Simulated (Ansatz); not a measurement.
**Al2CoSe6 (element-swapped structure): how the settings move a single-point run**

Question: which choices in the input matter for Al2CoSe6 (element-swapped structure)?

Computed with Ansatz 0.2.0 (reference: DFT PBE, plane waves, PAW, scalar-relativistic, no spin polarisation, unless a step's input says otherwise).

## 1. Starting point

It takes space group P-62m (No. 189, hexagonal). The conventional cell has a = 8.791 Å, b = 8.791 Å, c = 3.730 Å, α = 90.00°, β = 90.00°, γ = 120.00°. Se (site symmetry m2m) has 2 Co at 2.90 Å and 2 Al at 3.34 Å as nearest neighbours. Al (site symmetry -6) is surrounded by 9 Se at 3.28 to 3.34 Å and 2 Al at 3.73 Å. Around Co (site symmetry -62m) lie 9 Se at 2.90 to 3.49 Å. Around Se (site symmetry m2m) lie 4 Al at 3.28 Å and 1 Co at 3.49 Å.

Structure file:

```cif
data_structure
_symmetry_space_group_name_H-M 'P 1'
_symmetry_Int_Tables_number 1
_cell_length_a 8.7913
_cell_length_b 8.7913
_cell_length_c 3.7296
_cell_angle_alpha 90.000
_cell_angle_beta 90.000
_cell_angle_gamma 120.000
_cell_volume 249.63
loop_
_atom_site_label
_atom_site_type_symbol
_atom_site_fract_x
_atom_site_fract_y
_atom_site_fract_z
_atom_site_occupancy
Se1 Se 0.25310 0.00000 0.50000 1
Se2 Se 0.74690 0.74690 0.50000 1
Se3 Se 0.00000 0.25310 0.50000 1
Al1 Al 0.33330 0.66670 0.50000 1
Al2 Al 0.66670 0.33330 0.50000 1
Co1 Co 0.00000 0.00000 0.00000 1
Se4 Se 0.60350 0.00000 0.00000 1
Se5 Se 0.39650 0.39650 0.00000 1
Se6 Se 0.00000 0.60350 0.00000 1
```

## 2. The reference run

Contents of input.yaml:

```yaml
crystal:
  lattice:
    - [8.79126, 0.0, 0.0]
    - [-4.39563, 7.613457, 0.0]
    - [0.0, 0.0, 3.729629]
  atoms:
    - { symbol: Se, position: [0.2531, 0.0, 0.5] }
    - { symbol: Se, position: [0.7469, 0.7469, 0.5] }
    - { symbol: Se, position: [0.0, 0.2531, 0.5] }
    - { symbol: Al, position: [0.3333, 0.6667, 0.5] }
    - { symbol: Al, position: [0.6667, 0.3333, 0.5] }
    - { symbol: Co, position: [0.0, 0.0, 0.0] }
    - { symbol: Se, position: [0.6035, 0.0, 0.0] }
    - { symbol: Se, position: [0.3965, 0.3965, 0.0] }
    - { symbol: Se, position: [0.0, 0.6035, 0.0] }
  symmetry: { tolerance: 0.0003 }
kpoints:
  mp_grid: { grid: [3, 3, 5], shift: [0, 0, 0] }
magnetization:
  spin_polarized: false
scf:
  occupations: { method: fermi_dirac, width: 0.0346 }
hamiltonian:
  pseudopotentials: { kind: paw }
  xc: pbe
basis:
  ecutwfc: 420
output:
  forces: true
  stress: true
  eigenvalues: true
```

Launch:

```
$ ansatz run input.yaml --threads 1 --pin off --max-ram 2560MiB --backend cpu --events-out ev --progress --plain --runs-dir out
```

What it wrote (excerpt; [...] marks lines left out):

```text
Warning: the atoms were moved onto the symmetric positions of the space group found under crystal.symmetry.tolerance 3.0e-4 (fractional; no operation is sought that the atoms, as they stand in a round, miss by more than twice it, and no atom is moved by as much as it), and the run uses [...]
Warning: RAYON_NUM_THREADS=1 ignored (pool sized by the plan → 1); use --threads N
[...]
Pseudopotentials: kind: paw
Pseudopotential: Se, paw, valence charge 16, recommended cutoff 420 eV (normal), Se.paw.azcp
Pseudopotential: Al, paw, valence charge 3, recommended cutoff 420 eV (normal), Al.paw.azcp
Pseudopotential: Co, paw, valence charge 17, recommended cutoff 420 eV (normal), Co.paw.azcp
Functional definition: PBE
[...]
Crystal: 9 atoms, lattice volume = 249.631 Å³
Basis set: ecut = 420 eV, 4879 PW (Γ), exchange–correlation on 120×120×50 points (8 copies of the dense FFT grid, shifted against one another)
Bands: 72, of which v1, the nominal top of the filled ones, is band 60 counted from 1 (59 counted from 0)
Symmetry: 12 space group operations
Space group: P-62m (ITA 189), of the structure as read, at distance tolerance 1.9e-3 Å
k-points: 9 of 45 (time reversal used)
[...]
SCF iter   1: F=—  HF=-39009.157780 eV  |F-HF|=—  |Δ(HF+E_count)|=         —  Δρ=8.87e-3  dr2=2.78e-1  ethr=1.77e-3  ⟨swp⟩=6.2  Hψ=2208  notcnv=0
[...]
SCF iter   9: F=-39009.152269 eV  HF=-39009.152269 eV  |F-HF|=3.07e-8  |Δ(HF+E_count)|=   3.44e-8  Δρ=3.61e-6  dr2=3.80e-8  ethr=8.40e-11  ⟨swp⟩=8.4  Hψ=2193  notcnv=0
[...]
SCF converged after 9 iterations
Free energy (F): -39009.152269 eV
[...]
E sigma→0 (E₀):  -39009.121186 eV
Entropy (-TS):   -0.062166 eV (-6.907 meV/atom)
Fermi energy:    5.307607 eV
[...]
--- Forces (eV/Å), atoms counted from 1 ---
  atom   1  Se    -1.06390394     0.00000000     0.00000000
  atom   2  Se     0.53195197     0.92136784     0.00000000
  atom   3  Se     0.53195197    -0.92136784     0.00000000
  atom   4  Al     0.00000000     0.00000000     0.00000000
  atom   5  Al     0.00000000     0.00000000     0.00000000
  atom   6  Co    -0.00000000     0.00000000     0.00000000
  atom   7  Se    -0.49799193     0.00000000     0.00000000
  atom   8  Se     0.24899596     0.43127366     0.00000000
[...]
--- Stress (GPa, compression-positive) ---
      -13.533066       0.000000       0.000000
        0.000000     -13.533066       0.000000
        0.000000       0.000000     -11.003777
  P = ⅓ Tr σ = -12.6900 GPa (-126.900 kbar)
--- Band table (eV; the first three rows and the last of 9) ---
[...]
```

Run time: 7.1 s. Hardware: 1 thread of Intel Xeon 6975P-C (Granite Rapids), shared host; peak memory 0.56 GiB.

## 3. Changing settings: occupations.method tetrahedron, n_extra_bands 4, accuracy high, width left out

input.yaml: that of step 2 with these lines changed.

```diff
@@ -21,3 +21,4 @@
 scf:
-  occupations: { method: fermi_dirac, width: 0.0346 }
+  occupations: { method: tetrahedron }
+  n_extra_bands: 4
 hamiltonian:
@@ -31 +32,2 @@
   eigenvalues: true
+accuracy: high
```

Launch:

```
$ ansatz run input.yaml --threads 1 --pin off --max-ram 2560MiB --backend cpu --events-out ev --progress --plain --runs-dir out
```

What it wrote (excerpt; [...] marks lines left out):

```text
Warning: output.forces, output.stress, relax.cell or npt_langevin: where a Kohn–Sham band that disperses or a degenerate level is filled in part under the method tetrahedron, the forces or the stress that this run publishes need not agree with its energy (scf.occupations.method in the [...]
Warning: the atoms were moved onto the symmetric positions of the space group found under crystal.symmetry.tolerance 3.0e-4 (fractional; no operation is sought that the atoms, as they stand in a round, miss by more than twice it, and no atom is moved by as much as it), and the run uses [...]
Warning: RAYON_NUM_THREADS=1 ignored (pool sized by the plan → 1); use --threads N
scf.n_extra_bands = 4 over 60 filled bands (N_el = 119.0): the run solves 64 bands
[...]
[... 5 set-up lines as earlier in the session ...]
[...]
Crystal: 9 atoms, lattice volume = 249.631 Å³
[...]
SCF iter  16: F=-39009.117501 eV  HF=-39009.117501 eV  |F-HF|=5.82e-11  |Δ(HF+E_count)|=   2.32e-7  Δρ=1.87e-7  dr2=7.82e-11  ethr=1.00e-12  ⟨swp⟩=3.0  Hψ=1999  notcnv=0
[...]
SCF converged after 16 iterations
Stability not checked: this state was not tested for a lower state beside it, because cold or Methfessel-Paxton smearing, or corrected tetrahedra, fill the levels in a way that the test cannot read (fill_not_monotonic; see scf.lower_state_search)
Free energy (F): -39009.117501 eV
[...]
E sigma→0 (E₀):  -39009.117501 eV
Entropy (-TS):   -0.020793 eV (-2.310 meV/atom)
Fermi energy:    5.330262 eV
[...]
--- Forces (eV/Å), atoms counted from 1 ---
  atom   1  Se    -1.05885573     0.00000000     0.00000000
  atom   2  Se     0.52942787     0.91699596     0.00000000
  atom   3  Se     0.52942787    -0.91699596     0.00000000
  atom   4  Al     0.00000000     0.00000000     0.00000000
  atom   5  Al     0.00000000     0.00000000     0.00000000
  atom   6  Co    -0.00000000    -0.00000000     0.00000000
  atom   7  Se    -0.48234703     0.00000000     0.00000000
  atom   8  Se     0.24117351     0.41772478     0.00000000
[...]
--- Stress (GPa, compression-positive) ---
      -13.842366       0.000000       0.000000
        0.000000     -13.842366       0.000000
        0.000000       0.000000     -10.536514
  P = ⅓ Tr σ = -12.7404 GPa (-127.404 kbar)
--- Band table (eV; the first three rows and the last of 9) ---
[...]
```

Run time: 11 s. Hardware: 1 thread of Intel Xeon 6975P-C (Granite Rapids), shared host; peak memory 0.59 GiB.

Changing the smearing, band count and accuracy level leaves the energy as it was (+0.4 meV/atom). Cost: 16 SCF cycles against 9, 11 s against 7.1 s.

## 4. Changed: ecutwfc 800 eV, xc_grid 4

input.yaml: that of step 2 with these lines changed.

```diff
@@ -26,3 +26,4 @@
 basis:
-  ecutwfc: 420
+  ecutwfc: "800 eV"
+  xc_grid: 4
 output:
```

Launch:

```
$ ansatz run input.yaml --threads 1 --pin off --max-ram 2560MiB --backend cpu --events-out ev --progress --plain --runs-dir out
```

What it wrote (excerpt; [...] marks lines left out):

```text
Warning: the atoms were moved onto the symmetric positions of the space group found under crystal.symmetry.tolerance 3.0e-4 (fractional; no operation is sought that the atoms, as they stand in a round, miss by more than twice it, and no atom is moved by as much as it), and the run uses [...]
Warning: RAYON_NUM_THREADS=1 ignored (pool sized by the plan → 1); use --threads N
[...]
[... 5 set-up lines as earlier in the session ...]
[...]
Crystal: 9 atoms, lattice volume = 249.631 Å³
Basis set: ecut = 800 eV, 12851 PW (Γ), exchange–correlation on 360×360×144 points (64 copies of the dense FFT grid, shifted against one another)
Bands: 72, of which v1, the nominal top of the filled ones, is band 60 counted from 1 (59 counted from 0)
[... 1 set-up line as earlier in the session ...]
[...]
SCF iter   9: F=-39009.158900 eV  HF=-39009.158900 eV  |F-HF|=1.30e-9  |Δ(HF+E_count)|=   3.91e-8  Δρ=2.33e-6  dr2=1.07e-8  ethr=8.40e-11  ⟨swp⟩=8.3  Hψ=2461  notcnv=0
[...]
SCF converged after 9 iterations
Free energy (F): -39009.158900 eV
[...]
E sigma→0 (E₀):  -39009.127816 eV
Entropy (-TS):   -0.062168 eV (-6.908 meV/atom)
Fermi energy:    5.307309 eV
[...]
--- Forces (eV/Å), atoms counted from 1 ---
  atom   1  Se    -1.06384704     0.00000000     0.00000000
  atom   2  Se     0.53192352     0.92131857     0.00000000
  atom   3  Se     0.53192352    -0.92131857     0.00000000
  atom   4  Al     0.00000000     0.00000000     0.00000000
  atom   5  Al     0.00000000    -0.00000000     0.00000000
  atom   6  Co    -0.00000000     0.00000000     0.00000000
  atom   7  Se    -0.49799632     0.00000000     0.00000000
  atom   8  Se     0.24899816     0.43127747     0.00000000
[...]
--- Stress (GPa, compression-positive) ---
      -13.534338       0.000000       0.000000
        0.000000     -13.534338       0.000000
        0.000000       0.000000     -11.004982
  P = ⅓ Tr σ = -12.6912 GPa (-126.912 kbar)
--- Band table (eV; the first three rows and the last of 9) ---
[...]
```

Wall time 20 s (1 thread of Intel Xeon 6975P-C (Granite Rapids), shared host); peak memory 1.5 GiB.

Changing the cutoff and numerical grids moves the energy by -0.7 meV/atom. Cost: 20 s against 7.1 s.

(Part 1 of 2 ends here.)
